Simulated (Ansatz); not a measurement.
# BCl₂H₂N: taking an electron away

An exercise on one series of results from a longer session: the logs are not shown, and one member is left open.

The runs use Ansatz 0.2.0, Gaussian basis; unrestricted cation, the program's frozen cores in correlated methods.

Levels to be run: UKS PBE-D4/def2-TZVPP; UKS r2SCAN-D4/def2-TZVPP; UKS PBE0-D4/def2-TZVPP; UKS B3LYP-D4/def2-TZVPP; UKS wB97X-V/def2-TZVPP; UKS wB97M-V/def2-TZVPP; UKS B2PLYP/def2-TZVPP; UHF-CCSD(T)/def2-TZVPP; UHF-MP2/def2-QZVPP; extrapolation to the limit; then −ε(HOMO) from the neutral's earlier runs with LDA (SPW92), PBE-D4, revPBE-D4, BLYP-D4, r2SCAN-D4, B97M-V, PBE0-D4, B3LYP-D4, r2SCANh-D4, r2SCAN0-D4, HSE06-D4, BHLYP-D4, CAM-B3LYP-D4, LC-ωPBE, ωB97X-V, ωB97M-V.

## Structure used throughout

An earlier PBE0-D4 in a triple-zeta def2 set relaxation fixed the geometry.

SMILES `NB(Cl)Cl`, 6 atoms, charge 0, spin multiplicity 1.

Atoms are counted from 1 here; the program's logs count them from 0.

Bond lengths: N1–B2 1.384 Å, N1–H5 1.005 Å, N1–H6 1.005 Å, B2–Cl3 1.761 Å, B2–Cl4 1.761 Å. Angles: B2–N1–H5 122.3°, B2–N1–H6 122.3°, H5–N1–H6 115.4°, N1–B2–Cl3 120.3°, N1–B2–Cl4 120.3°, Cl3–B2–Cl4 119.5°.

Set-up of the first run:

in.yaml reads:

```yaml
crystal:
  periodic: [false, false, false]
  atoms:
    - {symbol: N, position_ang: [0.479513, 0.537537, 0.353233]}
    - {symbol: B, position_ang: [-0.328996, -0.400528, -0.264355]}
    - {symbol: Cl, position_ang: [-2.038218, -0.065496, -0.524966]}
    - {symbol: Cl, position_ang: [0.342877, -1.939113, -0.796284]}
    - {symbol: H, position_ang: [1.458341, 0.378715, 0.517331]}
    - {symbol: H, position_ang: [0.128683, 1.424986, 0.668841]}
basis:
  gaussian: {orbitals: def2-TZVPP}
total_charge: 1
magnetization: {spin_polarized: true, initial_magnetization: 1}
hamiltonian: {xc: pbe, dispersion: d4}
```

Among the steps run: Cation, UKS PBE-D4/def2-TZVPP; Cation, UKS r2SCAN-D4/def2-TZVPP; Cation, UKS PBE0-D4/def2-TZVPP; Cation, UKS B3LYP-D4/def2-TZVPP; Cation, UKS wB97X-V/def2-TZVPP; Cation, UKS wB97M-V/def2-TZVPP; Cation, UKS B2PLYP (frozen core)/def2-TZVPP; Cation, UHF-CCSD(T)/def2-TZVPP; Cation, UHF-MP2/def2-QZVPP.

One of the session's tables, all rows but one given; the rest of the session is left out.

Orbital estimates, from the neutral's runs:

| functional | −ε(HOMO) (eV) |
| --- | --- |
| LDA (SPW92) | 7.34 |
| PBE-D4 | 7.16 |
| revPBE-D4 | 7.10 |
| BLYP-D4 | 7.01 |
| r2SCAN-D4 | 7.49 |
| B97M-V | 7.55 |
| PBE0-D4 | 8.57 |
| B3LYP-D4 | 8.31 |
| r2SCANh-D4 | 8.01 |
| r2SCAN0-D4 | 8.80 |
| HSE06-D4 | 8.17 |
| BHLYP-D4 | 9.86 |
| CAM-B3LYP-D4 | ? |
| LC-ωPBE | 11.42 |
| ωB97X-V | 11.01 |
| ωB97M-V | 10.88 |

Q: Estimate the row for CAM-B3LYP-D4 from the others.

As computed: −ε(HOMO) (eV): 9.98. In the column «−ε(HOMO) (eV)» it lies between BHLYP-D4 (9.86) and ωB97M-V (10.88).
